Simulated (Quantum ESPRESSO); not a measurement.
WS in Quantum ESPRESSO: the effect of functional

WS:

```xyz
2
Lattice="3.4448 0.0000 0.0000 0.0000 3.4448 0.0000 0.0000 0.0000 3.4448" Properties=species:S:1:pos:R:3 pbc="T T T"
W     1.7224    1.7224    1.7224
S     0.0000    0.0000    0.0000
```

The cell was built by a generator and needn't be a form met in nature.

Alike in all runs:

| Item | Value |
| --- | --- |
| Program | Quantum ESPRESSO 7.5 |
| Task | phonons |
| k mesh | 6 × 6 × 6, shifted |
| Occupations | fermi-dirac, width 0.05 eV |
| Spin | no spin polarisation |

Each run relaxes the cell or the atoms first.

```csv
functional,potentials or basis,cutoff,relaxed volume (Å³/atom),highest phonon frequency (cm⁻¹)
LDA,PseudoDojo 0.4.1 SR LDA standard,952 eV,?,?
PBE,PseudoDojo 0.4.1 SR PBE standard,1007 eV,13.63,194
PBEsol,PseudoDojo 0.4.1 SR PBEsol standard,1007 eV,13.20,215
BLYP,PseudoDojo 0.4.1 SR PBE standard,1007 eV,14.51,138
WC,PseudoDojo 0.4.1 SR PBE standard,1007 eV,13.35,208
PW91,PseudoDojo 0.4.1 SR PBE standard,1007 eV,13.70,190
vdW-DF-cx,PseudoDojo 0.4.1 SR PBE standard,1007 eV,13.36,213
```

Question: What does the run with functional LDA give?

Answer: Relaxed volume 12.97 Å³/atom; highest phonon frequency 219 cm⁻¹.

Caveats: the mesh is thin for the phonons of a metal; the volume moved by over 15 % at a fixed basis, so the end points are rough; the potentials were made for another functional, which shifts forces and pressure (some runs).
